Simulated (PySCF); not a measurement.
# HgH2: other functionals and bases at one geometry

How far do other levels of theory move the description of HgH2, and what does each cost? It is a constructed species; whether it can be made isn't addressed.

Computed with PySCF 2.14.0. Level: several levels, as the steps say, no spin–orbit coupling.

2 further runs of the same task are left out: 2 for a known fault of the program. Runs told in other sessions of the task aren't counted.

### 1 The starting structure

3 atoms, charge 0, spin multiplicity 1.

Bond lengths: Hg1–H2 1.668 Å, Hg1–H3 1.668 Å. Angles: H2–Hg1–H3 180.0°.

Geometry (Å):

```xyz
3
H2Hg
Hg    0.0000    0.0000    0.0000
H     0.0000    0.0000    1.6675
H     0.0000    0.0000   -1.6675
```

Formal oxidation states: Hg +2. An earlier session relaxed this geometry at BP86, Hg def2-SVP with ECP60, H def2-SVP (singlet, point group D∞h).

At BP86 on the finer grid: E = -154.793814 Eh, HOMO -7.01 eV, LUMO -1.22 eV, Mulliken charge on Hg1 +0.25 e, largest force component 0.001 eV/Å. 

Levels to run: wB97X; CAM-B3LYP; TPSSh; revPBE; BP86, TZVP; BP86, x2c-SVP. Hardware: 2 threads of Arm Neoverse V1, shared host.

### 2 wB97X

File run.py (the lines that set the calculation):

```python
mol = gto.M(atom='''
Hg     0.00000     0.00000     0.00000
H      0.00000     0.00000     1.66752
H      0.00000     0.00000    -1.66752''',
    basis={'Hg': 'def2-SVP', 'H': 'def2-SVP'},
    ecp={'Hg': 'def2-SVP'},
    charge=0, spin=0)
mf = dft.RKS(mol, xc='WB97X')
mf.grids.atom_grid = (75, 302)
mf = mf.density_fit()  # fitting sets: Hg def2-universal-JKFIT, H def2-universal-JKFIT
mf.conv_tol = 1e-08; mf.max_cycle = 55
mf.kernel(dm0)  # dm0: the density of the relaxed state
```

Started as:

```bash
$ OMP_NUM_THREADS=2 python run.py
```

The log of the run:

```text
init E= -154.667453034137
  HOMO = -0.376577914088907  LUMO = 0.0458342672350864  gap/eV = 11.49442
cycle= 1 E= -154.67202706999  delta_E= -0.00457  |g|= 0.0285  |ddm|= 0.279
  HOMO = -0.375729794069314  LUMO = 0.0456684716525368  gap/eV = 11.46683
cycle= 2 E= -154.67237953413  delta_E= -0.000352  |g|= 0.0148  |ddm|= 0.104
  HOMO = -0.377340053598253  LUMO = 0.0440477805620477  gap/eV = 11.46655
cycle= 3 E= -154.672439061674  delta_E= -5.95e-05  |g|= 0.00481  |ddm|= 0.0221
  HOMO = -0.377802020067196  LUMO = 0.0437137716865  gap/eV = 11.47003
cycle= 4 E= -154.672450126442  delta_E= -1.11e-05  |g|= 0.000308  |ddm|= 0.0197
  HOMO = -0.377823612894225  LUMO = 0.0436988134373913  gap/eV = 11.47021
cycle= 5 E= -154.672450228854  delta_E= -1.02e-07  |g|= 4.49e-05  |ddm|= 0.00194
  HOMO = -0.377820330572005  LUMO = 0.0437038814451153  gap/eV = 11.47026
cycle= 6 E= -154.672450230029  delta_E= -1.17e-09  |g|= 3.11e-06  |ddm|= 0.000159
  HOMO = -0.377819575942273  LUMO = 0.0437038985957838  gap/eV = 11.47024
Extra cycle  E= -154.672450230035  delta_E= -6.25e-12  |g|= 8.52e-07  |ddm|= 1.35e-05
converged SCF energy = -154.672450230035
```

Wall time 0.7 s (2 threads of Arm Neoverse V1, shared host).

Result: E = -154.672450 Eh, HOMO -10.28 eV, LUMO 1.19 eV, Mulliken charge on Hg1 +0.29 e, largest force component 0.148 eV/Å. 

### 3 CAM-B3LYP

run.py (the lines that set the calculation): that of step 2 with these lines changed.

```diff
@@ -7,3 +7,3 @@
     charge=0, spin=0)
-mf = dft.RKS(mol, xc='WB97X')
+mf = dft.RKS(mol, xc='CAMB3LYP')
 mf.grids.atom_grid = (75, 302)
```

Started as:

```bash
$ OMP_NUM_THREADS=2 python run.py
```

The log of the run:

```text
init E= -154.598075252065
  HOMO = -0.340811281975943  LUMO = 0.00911391320139653  gap/eV = 9.52195
cycle= 1 E= -154.600940818867  delta_E= -0.00287  |g|= 0.0158  |ddm|= 0.262
  HOMO = -0.34080978632728  LUMO = 0.00843952730145511  gap/eV = 9.50356
cycle= 2 E= -154.601054453573  delta_E= -0.000114  |g|= 0.00802  |ddm|= 0.0659
  HOMO = -0.34172542883988  LUMO = 0.00760840316683874  gap/eV = 9.50586
cycle= 3 E= -154.601069880915  delta_E= -1.54e-05  |g|= 0.00328  |ddm|= 0.0124
  HOMO = -0.341879791149448  LUMO = 0.00753528683403136  gap/eV = 9.50807
cycle= 4 E= -154.601072827328  delta_E= -2.95e-06  |g|= 0.000106  |ddm|= 0.0088
  HOMO = -0.341861966221339  LUMO = 0.0075363153793848  gap/eV = 9.50761
cycle= 5 E= -154.601072838355  delta_E= -1.1e-08  |g|= 1.51e-05  |ddm|= 0.000621
  HOMO = -0.341866575204033  LUMO = 0.00753646912847307  gap/eV = 9.50774
cycle= 6 E= -154.601072838549  delta_E= -1.94e-10  |g|= 2.04e-06  |ddm|= 6.87e-05
  HOMO = -0.341865631814735  LUMO = 0.00753654362202411  gap/eV = 9.50772
Extra cycle  E= -154.60107283855  delta_E= -1.39e-12  |g|= 8.54e-07  |ddm|= 4.99e-06
converged SCF energy = -154.60107283855
```

It took 0.7 s on 2 threads of Arm Neoverse V1, shared host.

Result: E = -154.601073 Eh, HOMO -9.30 eV, LUMO 0.21 eV, Mulliken charge on Hg1 +0.25 e, largest force component 0.188 eV/Å. 

### 4 TPSSh

run.py (the lines that set the calculation): that of step 3 with these lines changed.

```diff
@@ -7,3 +7,3 @@
     charge=0, spin=0)
-mf = dft.RKS(mol, xc='CAMB3LYP')
+mf = dft.RKS(mol, xc='TPSSH')
 mf.grids.atom_grid = (75, 302)
```

Started as:

```bash
$ OMP_NUM_THREADS=2 python run.py
```

The log of the run:

```text
init E= -154.598978932479
  HOMO = -0.27851181719123  LUMO = -0.0278341391542806  gap/eV = 6.82129
cycle= 1 E= -154.600134840628  delta_E= -0.00116  |g|= 0.00934  |ddm|= 0.21
  HOMO = -0.273338946086621  LUMO = -0.02780843413892  gap/eV = 6.68123
cycle= 2 E= -154.600164591201  delta_E= -2.98e-05  |g|= 0.00536  |ddm|= 0.0275
  HOMO = -0.274455561476842  LUMO = -0.0276290403344171  gap/eV = 6.71649
cycle= 3 E= -154.60017268118  delta_E= -8.09e-06  |g|= 0.00231  |ddm|= 0.0119
  HOMO = -0.27473906076815  LUMO = -0.0277522980802051  gap/eV = 6.72085
cycle= 4 E= -154.600173830003  delta_E= -1.15e-06  |g|= 9.49e-05  |ddm|= 0.00283
  HOMO = -0.274722678205492  LUMO = -0.0277568393034313  gap/eV = 6.72028
cycle= 5 E= -154.600173832766  delta_E= -2.76e-09  |g|= 4.37e-06  |ddm|= 0.000155
  HOMO = -0.274720907190781  LUMO = -0.0277557616394577  gap/eV = 6.72026
Extra cycle  E= -154.600173832766  delta_E= -5.4e-13  |g|= 4.64e-06  |ddm|= 1.12e-05
converged SCF energy = -154.600173832766
```

Run time: 0.8 s. Hardware: 2 threads of Arm Neoverse V1, shared host.

It gives: E = -154.600174 Eh, HOMO -7.48 eV, LUMO -0.76 eV, Mulliken charge on Hg1 +0.31 e, largest force component 0.106 eV/Å. 

### 5 revPBE

run.py (the lines that set the calculation): that of step 4 with these lines changed.

```diff
@@ -7,3 +7,3 @@
     charge=0, spin=0)
-mf = dft.RKS(mol, xc='TPSSH')
+mf = dft.RKS(mol, xc='PBE_R,PBE')
 mf.grids.atom_grid = (75, 302)
```

Started as:

```bash
$ OMP_NUM_THREADS=2 python run.py
```

The log of the run:

```text
init E= -154.728551783014
  HOMO = -0.253446685624821  LUMO = -0.0406066963963344  gap/eV = 5.79167
cycle= 1 E= -154.728673115794  delta_E= -0.000121  |g|= 0.0149  |ddm|= 0.0722
  HOMO = -0.24948665325075  LUMO = -0.0395373716746033  gap/eV = 5.71301
cycle= 2 E= -154.728654572504  delta_E= 1.85e-05  |g|= 0.0183  |ddm|= 0.0411
  HOMO = -0.250685263734014  LUMO = -0.0402703327980893  gap/eV = 5.72568
cycle= 3 E= -154.728726469486  delta_E= -7.19e-05  |g|= 0.00149  |ddm|= 0.0238
  HOMO = -0.251040400463156  LUMO = -0.0402396364633101  gap/eV = 5.73618
cycle= 4 E= -154.728727338676  delta_E= -8.69e-07  |g|= 1.88e-05  |ddm|= 0.0032
  HOMO = -0.251037678786267  LUMO = -0.0402380693921849  gap/eV = 5.73615
cycle= 5 E= -154.728727338756  delta_E= -7.99e-11  |g|= 3.3e-06  |ddm|= 3.07e-05
  HOMO = -0.251038587169823  LUMO = -0.0402385943067083  gap/eV = 5.73616
Extra cycle  E= -154.728727338755  delta_E= 1.34e-12  |g|= 4.51e-06  |ddm|= 1.09e-05
converged SCF energy = -154.728727338755
```

Wall time 0.6 s (2 threads of Arm Neoverse V1, shared host).

Read off: E = -154.728727 Eh, HOMO -6.83 eV, LUMO -1.09 eV, Mulliken charge on Hg1 +0.24 e, largest force component 0.049 eV/Å. 

### 6 BP86, TZVP

Basis: Hg def2-TZVP with ECP60, H def2-TZVP. 

File run.py (the lines that set the calculation):

```python
mol = gto.M(atom='''
Hg     0.00000     0.00000     0.00000
H      0.00000     0.00000     1.66752
H      0.00000     0.00000    -1.66752''',
    basis={'Hg': 'def2-TZVP', 'H': 'def2-TZVP'},
    ecp={'Hg': 'def2-TZVP'},
    charge=0, spin=0)
mf = dft.RKS(mol, xc='B88,P86')
mf.grids.atom_grid = (75, 302)
mf = mf.density_fit()  # fitting sets: Hg def2-universal-JKFIT, H def2-universal-JKFIT
mf.conv_tol = 1e-08; mf.max_cycle = 55
mf.kernel(dm0)  # dm0: free metal ions and neutral atoms
```

Started as:

```bash
$ OMP_NUM_THREADS=2 python run.py
```

The log of the run:

```text
init E= -154.583247665601
  HOMO = -0.128298639949601  LUMO = -0.0745190259739593  gap/eV = 1.46342
cycle= 1 E= -154.665413294385  delta_E= -0.0822  |g|= 0.521  |ddm|= 3.12
  HOMO = -0.286433744937205  LUMO = -0.0378536251839543  gap/eV = 6.76421
cycle= 2 E= -154.729268586923  delta_E= -0.0639  |g|= 0.55  |ddm|= 1.95
  HOMO = -0.285162143431442  LUMO = -0.0586092166449599  gap/eV = 6.16482
cycle= 3 E= -154.804189932332  delta_E= -0.0749  |g|= 0.167  |ddm|= 0.788
  HOMO = -0.260199443847965  LUMO = -0.0539699429012983  gap/eV = 5.61179
cycle= 4 E= -154.809049373678  delta_E= -0.00486  |g|= 0.0102  |ddm|= 0.144
  HOMO = -0.260184813334787  LUMO = -0.0536757217998932  gap/eV = 5.61940
cycle= 5 E= -154.809067043331  delta_E= -1.77e-05  |g|= 0.000735  |ddm|= 0.0105
  HOMO = -0.260293140033867  LUMO = -0.0537601635580655  gap/eV = 5.62005
cycle= 6 E= -154.809067195361  delta_E= -1.52e-07  |g|= 0.00015  |ddm|= 0.00139
  HOMO = -0.260262455136219  LUMO = -0.0537388573085785  gap/eV = 5.61979
cycle= 7 E= -154.809067201529  delta_E= -6.17e-09  |g|= 1.01e-05  |ddm|= 0.000265
  HOMO = -0.260265086896382  LUMO = -0.0537409573932231  gap/eV = 5.61981
Extra cycle  E= -154.809067201509  delta_E= 1.98e-11  |g|= 1.56e-05  |ddm|= 2.35e-05
converged SCF energy = -154.809067201509
```

Wall time 1.6 s (2 threads of Arm Neoverse V1, shared host).

It gives: E = -154.809067 Eh, HOMO -7.08 eV, LUMO -1.46 eV, Mulliken charge on Hg1 +0.20 e, largest force component 0.126 eV/Å. 

### 7 BP86, x2c-SVP

Basis: Hg x2c-SVPall, H x2c-SVPall. All electrons are treated, with the spin-free X2C Hamiltonian.

File run.py (the lines that set the calculation):

```python
mol = gto.M(atom='''
Hg     0.00000     0.00000     0.00000
H      0.00000     0.00000     1.66752
H      0.00000     0.00000    -1.66752''',
    basis={'Hg': 'x2c-SVPall', 'H': 'x2c-SVPall'},
    nucmod='G',
    charge=0, spin=0)
mf = dft.RKS(mol, xc='B88,P86')
mf.grids.atom_grid = (99, 590)
mf = mf.density_fit()  # fitting sets: Hg AutoAux, H AutoAux
mf = mf.sfx2c1e()
mf.conv_tol = 1e-08; mf.max_cycle = 55
mf.kernel(dm0)  # dm0: free metal ions and neutral atoms
```

Started as:

```bash
$ OMP_NUM_THREADS=2 python run.py
```

The log of the run:

```text
init E= -19628.1500966827
  HOMO = -0.125324253155939  LUMO = -0.0685813125418368  gap/eV = 1.54405
cycle= 1 E= -19628.0882640569  delta_E= 0.0618  |g|= 0.484  |ddm|= 3.65
  HOMO = -0.30744523966737  LUMO = -0.0409376323466888  gap/eV = 7.25204
cycle= 2 E= -19628.1647510366  delta_E= -0.0765  |g|= 0.404  |ddm|= 2.11
  HOMO = -0.274577209228302  LUMO = -0.0560513374205608  gap/eV = 5.94639
cycle= 3 E= -19628.2144119202  delta_E= -0.0497  |g|= 0.184  |ddm|= 0.842
  HOMO = -0.259145260052831  LUMO = -0.0514488474166764  gap/eV = 5.65171
cycle= 4 E= -19628.2189219466  delta_E= -0.00451  |g|= 0.00702  |ddm|= 0.123
  HOMO = -0.258108241535457  LUMO = -0.0507469597535025  gap/eV = 5.64259
cycle= 5 E= -19628.2189271437  delta_E= -5.2e-06  |g|= 0.00209  |ddm|= 0.0143
  HOMO = -0.258359423673767  LUMO = -0.0508790713785053  gap/eV = 5.64583
cycle= 6 E= -19628.2189280587  delta_E= -9.15e-07  |g|= 0.000209  |ddm|= 0.00294
  HOMO = -0.258330680285257  LUMO = -0.0508672240274119  gap/eV = 5.64537
cycle= 7 E= -19628.2189280675  delta_E= -8.77e-09  |g|= 7.35e-06  |ddm|= 0.000268
  HOMO = -0.258331874007586  LUMO = -0.0508673640963726  gap/eV = 5.64540
Extra cycle  E= -19628.2189280675  delta_E= -1.82e-11  |g|= 4.03e-06  |ddm|= 2.73e-05
converged SCF energy = -19628.2189280675
```

Run time: 8.6 s. Hardware: 2 threads of Arm Neoverse V1, shared host.

Read off: E = -19628.218928 Eh, HOMO -7.03 eV, LUMO -1.38 eV, Mulliken charge on Hg1 -0.04 e, largest force component 0.083 eV/Å. 

### 8 Results

| level | state | HOMO (eV) | gap (eV) | charge on Hg1 (e) | dipole (D) | largest force component (eV/Å) | basis functions | time |
| --- | --- | --- | --- | --- | --- | --- | --- | --- |
| BP86 (relaxed here) | singlet | -7.01 | 5.78 | 0.25 | 0.00 | 0.00 | 42 | 0.9 s |
| wB97X | singlet | -10.28 | 11.47 | 0.29 | 0.00 | 0.15 | 42 | 0.7 s |
| CAM-B3LYP | singlet | -9.30 | 9.51 | 0.25 | 0.00 | 0.19 | 42 | 0.7 s |
| TPSSh | singlet | -7.48 | 6.72 | 0.31 | 0.00 | 0.11 | 42 | 0.8 s |
| revPBE | singlet | -6.83 | 5.74 | 0.24 | 0.00 | 0.05 | 42 | 0.6 s |
| BP86, TZVP | singlet | -7.08 | 5.62 | 0.20 | 0.00 | 0.13 | 55 | 1.6 s |
| BP86, x2c-SVP | singlet | -7.03 | 5.65 | -0.04 | 0.00 | 0.08 | 79 | 8.6 s |

Times are on 2 threads of Arm Neoverse V1, shared host; the first row also made further properties.

In one basis the HOMO–LUMO gap runs from 5.74 eV (revPBE) to 11.47 eV (wB97X). The largest leftover force, 0.19 eV/Å with CAM-B3LYP, stands at a geometry relaxed at another level. The Mulliken charge on Hg spans -0.04 to +0.31 e over the levels. Total energies of different levels can't be compared. Spin–orbit coupling is left out throughout.
